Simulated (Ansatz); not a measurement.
# SiAs2Pt2, relaxed

Wanted: the geometry at rest of SiAs2Pt2 (a borrowed structure type, volume estimated), relaxing cell and atoms, and its electronic structure there.

Program: Ansatz 0.2.0. Level of theory: DFT, r2SCAN, no spin polarisation, plane waves, PAW. These are calculated values, not measurements.

### 1 Geometry

The structure is tetragonal, space group I4/mmm (No. 139). The conventional cell has a = 4.182 Å, b = 4.182 Å, c = 9.874 Å, α = 90.00°, β = 90.00°, γ = 90.00°. Around Si (site symmetry 4/mmm) lie 8 As at 3.17 Å and 8 Pt at 3.24 Å. Around Pt (site symmetry -4m2) lie 4 As at 2.48 Å and 4 Pt at 2.96 Å and 4 Si at 3.24 Å. As (site symmetry 4mm) has 1 As at 2.29 Å and 4 Pt at 2.48 Å as nearest neighbours.

Structure file:

```
CELL_PARAMETERS angstrom
0.00000 4.18204 0.00000
4.18204 0.00000 0.00000
2.09102 2.09102 -4.93722
ATOMIC_POSITIONS crystal
Si 0.00000 0.00000 0.00000
Pt 0.75000 0.25000 0.50000
Pt 0.25000 0.75000 0.50000
As 0.38420 0.38420 0.23160
As 0.61580 0.61580 0.76840
```

It starts from an earlier solution of the starting cell (checkpoint.read).

### 2 Relaxing

Input file input.yaml:

```yaml
crystal:
  lattice:
    - [0.0, 4.182042, 0.0]
    - [4.182042, 0.0, 0.0]
    - [2.091021, 2.091021, -4.937217]
  atoms:
    - { symbol: Si, position: [0.0, 0.0, 0.0] }
    - { symbol: Pt, position: [0.75, 0.25, 0.5] }
    - { symbol: Pt, position: [0.25, 0.75, 0.5] }
    - { symbol: As, position: [0.3842, 0.3842, 0.2316] }
    - { symbol: As, position: [0.6158, 0.6158, 0.7684] }
  symmetry: { tolerance: 0.0003 }
kpoints:
  mp_grid: { grid: [7, 7, 7], shift: [0, 0, 0] }
magnetization:
  spin_polarized: false
scf:
  occupations: { method: fermi_dirac }
  lower_state_search: "off"
hamiltonian:
  pseudopotentials: { kind: paw }
  xc: r2scan
basis:
  ecutwfc: 500
  fft_grid_basis: typed
relax:
  max_steps: 60
  cell: { p_target: 0.0 }
  f_tol: 0.03
output:
  forces: true
  stress: true
  eigenvalues: true
  bader: true
  populations: true
  elf: true
  write_potential: true
  volumetric_format: npy
  dos:
    e_range: [-12, 8]
    de: 0.05
    projected: { site_lists: { As: [As], Pt: [Pt], Si: [Si] } }
  write_density: true
checkpoint:
  read: saved_state
```

The run is started by

```sh
$ ansatz run input.yaml --threads 2 --pin off --max-ram 3584MiB --backend cpu --events-out ev --progress --plain --runs-dir out
```

Standard output, shortened:

```text
Warning: RAYON_NUM_THREADS=2 ignored (pool sized by the plan → 2); use --threads N
[...]
Pseudopotentials: kind: paw
Pseudopotential: Si, paw, valence charge 4, recommended cutoff 500 eV (meta_gga), Si.paw.azcp
Pseudopotential: Pt, paw, valence charge 18, recommended cutoff 500 eV (meta_gga), Pt.paw.azcp
Pseudopotential: As, paw, valence charge 15, recommended cutoff 500 eV (meta_gga), As.paw.azcp
Functional definition: r2SCAN
[...]
Crystal: 5 atoms, lattice volume = 86.349 Å³
Basis set: ecut = 500 eV, 2211 PW (Γ), exchange–correlation on 128×128×180 points (64 copies of the dense FFT grid, shifted against one another)
Bands: 42, of which v1, the nominal top of the filled ones, is band 35 counted from 1 (34 counted from 0)
Symmetry: 16 space group operations
Space group: I4/mmm (ITA 139), of the structure as read, at distance tolerance 1.3e-3 Å
k-points: 40 of 343
[...]
SCF iter   1: F=-35439.962774 eV  HF=-35439.962761 eV  |F-HF|=1.31e-5  |Δ(HF+E_count)|=         —  Δρ=1.83e-3  dr2=5.55e-3  dr2_τ=1.46e-3  ethr=8.37e-6  ⟨swp⟩=2.0  Hψ=8690  notcnv=0
[...]
relax step   1: F+E_penalty+E_count = -35439.96680853 eV  Δ(F+E_penalty+E_count) = +0.000e0 eV  max|allowed force component| = 1.149e0 eV/Å  Δτ_max = 0.0000 Å  P = +10.088 GPa  Ω = 86.349 Å³  (7 SCF iters, dr2 threshold 1.00e-7 eV, accepted)
[...]
relax step   3: F+E_penalty+E_count = -35440.34010353 eV  Δ(F+E_penalty+E_count) = -8.852e-2 eV  max|allowed force component| = 5.367e-1 eV/Å  Δτ_max = 0.0517 Å  P = -1.350 GPa  Ω = 94.762 Å³  energy of the carried Pulay correction = -2.135e-3 eV  (7 SCF iters, dr2 threshold 5.00e-7 eV, accepted)
[...]
relax step   4: F+E_penalty+E_count = -35440.38578158 eV  Δ(F+E_penalty+E_count) = -4.568e-2 eV  max|allowed force component| = 3.991e-2 eV/Å  Δτ_max = 0.0745 Å  P = -0.190 GPa  Ω = 94.427 Å³  energy of the carried Pulay correction = -2.054e-3 eV  (7 SCF iters, dr2 threshold 5.00e-7 eV, accepted)
[...]
SCF iter   3: F=-35440.386084 eV  HF=-35440.386084 eV  |F-HF|=1.06e-7  |Δ(HF+E_count)|=   1.26e-6  Δρ=5.47e-5  dr2=2.20e-6  dr2_τ=9.92e-8  ethr=8.52e-9  ⟨swp⟩=1.4  Hψ=1710  notcnv=0
```

### 3 The output, continued

The log, continued, shortened:

```text
SCF iter   4: F=-35440.386084 eV  HF=-35440.386084 eV  |F-HF|=2.96e-8  |Δ(HF+E_count)|=   7.07e-7  Δρ=7.75e-6  dr2=4.32e-8  dr2_τ=3.61e-9  ethr=4.45e-10  ⟨swp⟩=7.1  Hψ=12429  notcnv=0
[...]
relax step   5: F+E_penalty+E_count = -35440.38608436 eV  Δ(F+E_penalty+E_count) = -3.028e-4 eV  max|allowed force component| = 3.001e-2 eV/Å  Δτ_max = 0.0000 Å  P = -0.035 GPa  Ω = 94.275 Å³  energy of the carried Pulay correction = -2.017e-3 eV  (4 SCF iters, dr2 threshold 3.12e-7 eV, accepted)
[...]
relax step   7: F+E_penalty+E_count = -35440.38621127 eV  Δ(F+E_penalty+E_count) = -1.889e-5 eV  max|allowed force component| = 8.190e-4 eV/Å  Δτ_max = 0.0007 Å  P = -0.003 GPa  Ω = 94.198 Å³  energy of the carried Pulay correction = -1.998e-3 eV  (4 SCF iters, dr2 threshold 1.06e-8 eV, accepted)
[...]
    - [0.0, 4.510554268852189, 0.0]
    - [4.510554268852189, 0.0, 0.0]
    - [2.2552771344260947, 2.2552771344260947, -4.6300210306965495]
  atoms:
    - { symbol: Si, position: [5.071518533903876e-34, 2.153236671517304e-33, 0.0] }
    - { symbol: Pt, position: [0.75, 0.25, 0.5] }
    - { symbol: Pt, position: [0.25, 0.75, 0.5] }
    - { symbol: As, position: [0.36610293016506845, 0.36610293016506845, 0.26779413966986304] }
    - { symbol: As, position: [0.6338970698349315, 0.6338970698349315, 0.732205860330137] }
--- Löwdin populations: 5 sites ---
  site symbol       q [e]
     0     Si      4.1445
     1     Pt     17.6894
     2     Pt     17.6894
     3     As     15.0447
     4     As     15.0447
  spilling = 0.005531 (of n_electrons = 70.000000)
--- Bader charges: 5 sites ---
  site symbol  charge [e]  shift [e]
     0     Si      0.3623     0.0000
     1     Pt     -0.4334     0.0021
     2     Pt     -0.4334     0.0021
     3     As      0.2523     0.0021
     4     As      0.2523     0.0021
  estimated error of the sums over rays = 4.2e-4 e
```

Run time: 1.9 min. Hardware: 2 threads of Arm Neoverse V1, shared host; peak memory 0.74 GiB.

Relaxation path:

```csv
step,energy from step 1 (eV/cell),largest force component (eV/Å),pressure (GPa),volume (Å³)
1,0.0000,1.1494,10.09,86.35
2,-0.2848,1.1233,-2.36,94.92
3,-0.3733,0.5367,-1.35,94.76
4,-0.4190,0.0399,-0.19,94.43
5,-0.4193,0.0300,-0.04,94.28
6,-0.4194,0.0145,-0.05,94.22
7,-0.4194,0.0008,0.00,94.20
8,-0.4224,0.0011,0.00,94.20
```

Step 1 is the start. Step 8 repeats the geometry before on a plane-wave basis chosen anew for that cell, so the energy can jump there without any move; the table keeps such jumps.

| input's cell | before | after | change |
| --- | --- | --- | --- |
| a (Å) | 4.182 | 4.511 | +7.9 % |
| b (Å) | 4.182 | 4.511 | +7.9 % |
| c (Å) | 5.755 | 5.622 | -2.3 % |
| α (°) | 68.69 | 66.35 | -2.34° |
| β (°) | 68.69 | 66.35 | -2.34° |
| volume (Å³/atom) | 17.27 | 18.84 | +9.1 % |

The largest move, 0.17 Å, apart from the change of the cell, is shared by several atoms, As4 among them.

### 4 Density of states

Counts of states in windows (eV from the Fermi level; tetrahedra), total and projected:

```csv
from,to,total,As p,Pt s,Pt d,Si s,Si p
-4.5,-4.0,1.79,0.22,0.02,1.28,0.03,0.20
-4.0,-3.5,3.31,0.21,0.04,2.78,0.02,0.19
-3.5,-3.0,3.59,0.15,0.07,3.20,0.02,0.10
-3.0,-2.5,2.08,0.14,0.06,1.44,0.21,0.14
-2.5,-2.0,0.72,0.10,0.01,0.43,0.04,0.09
-2.0,-1.5,1.53,0.20,0.04,0.98,0.04,0.18
-1.5,-1.0,1.60,0.29,0.07,0.85,0.03,0.24
-1.0,-0.5,1.30,0.31,0.08,0.47,0.04,0.24
-0.5,0.0,1.06,0.34,0.04,0.33,0.01,0.23
0.0,0.5,1.03,0.34,0.03,0.27,0.01,0.28
0.5,1.0,0.99,0.30,0.06,0.24,0.01,0.26
1.0,1.5,1.82,0.50,0.14,0.39,0.01,0.59
1.5,2.0,1.75,0.52,0.10,0.28,0.01,0.69
2.0,2.5,1.50,0.49,0.09,0.23,0.00,0.58
```

### 5 How the electrons are shared

Gathered by element (positive charge: electrons given up): Löwdin charges also hold the electrons that the projection spills.

```csv
element,atoms,Bader charge (e),Bader volume (Å³),Löwdin charge (e)
Si,1,+0.36,20.7,-0.14
Pt,2,-0.43,20.4,+0.31
As,2,+0.25,16.4,-0.05
```

Löwdin charges rest on a small set of atomic orbitals that misses 0.6 % of the electrons, so they need not add up to the cell's charge and can differ from Bader's even in sign.

### 6 Real-space fields

Maps in the plane spanned by a and b at height 0.000 along c (axes of the input's cell), one cell: a runs left to right (14 points from zero), b bottom to top (14 points), 90° apart. Near the nuclei they are pseudo-fields.

Valence density. Ten steps from '0' (0.01 e/Å³) to '9' (0.54 e/Å³), finer at the low end (step k begins (100^(k/10) - 1)/99 of the way up):
```
68986544456898
99876544456789
88765555555678
76655667665566
55556788876555
44456899986544
44457899987544
44456899986544
55556788876555
76655667665566
88765555555678
99876544456789
68986544456898
06987544457896
```

ELF. Ten even steps from '0' (0.05) to '9' (0.91):
```
77885100015887
88973000003798
98730000000378
65300012100035
11000245420001
00001467641000
00002577752000
00001467641000
11000245420001
65300012100035
98730000000378
88973000003798
77885100015887
97896100016987
```

Atoms within 0.2 Å of the plane, in fractions of a and b: Si at (0.00, 0.00).

Along short contacts, where the density is least:

```csv
contact,length (Å),minimum at (fraction),density (e/Å³),ELF
As4–As5,2.480,0.50,0.535,0.73
Pt2–As4,2.498,0.53,0.537,0.47
Si1–Pt2,3.232,0.47,0.153,0.29
Si1–As4,3.390,0.50,0.102,0.10
```

### 7 Summary of results

```
                                                 quantity                                                                      value
                                                    moves                                                                          6
                                            energy gained                                                              83.9 meV/atom
                                             largest move                                                                0.17 Å (As)
                     space group (0.01 Å), before / after                                                            I4/mmm / I4/mmm
                                                     cell  a = 4.511 Å, b = 4.511 Å, c = 5.622 Å, α = 66.35°, β = 66.35°, γ = 90.00°
                                                   volume                                                     18.84 Å³/atom (+9.1 %)
                                      pressure at the end                                                                   0.00 GPa
           formation energy (elements from separate runs)                                                               0.29 eV/atom
                                                character                                                                      metal
density of states, mean within 0.25 eV of the Fermi level                                                        2.1 per eV per cell
                                            Bader charges                                             Si +0.36, Pt -0.43, As +0.25 e
```

In words: The volume grew by 9.1 %, and the largest move of an atom is 0.17 Å apart from the change of the cell; the energy fell by 83.9 meV per atom. The shape changed more than that tells: the edges moved by +8, +8, -2 %. The run held to 16 symmetry operations, so a lower structure without them is not ruled out. Bands cross the Fermi level: a metal; within 0.25 eV of the Fermi level the density of states averages 2.1 per eV per cell, mostly As p (33 %), Pt d (28 %) and Si p (26 %). By Bader's partition Si gives up most (+0.36 e) and Pt takes most (-0.43 e). Set against separate runs on the elements (Si diamond, Pt fcc, As grey arsenic (A7)), it forms at 0.29 eV per atom, so at this geometry it is not bound against them.
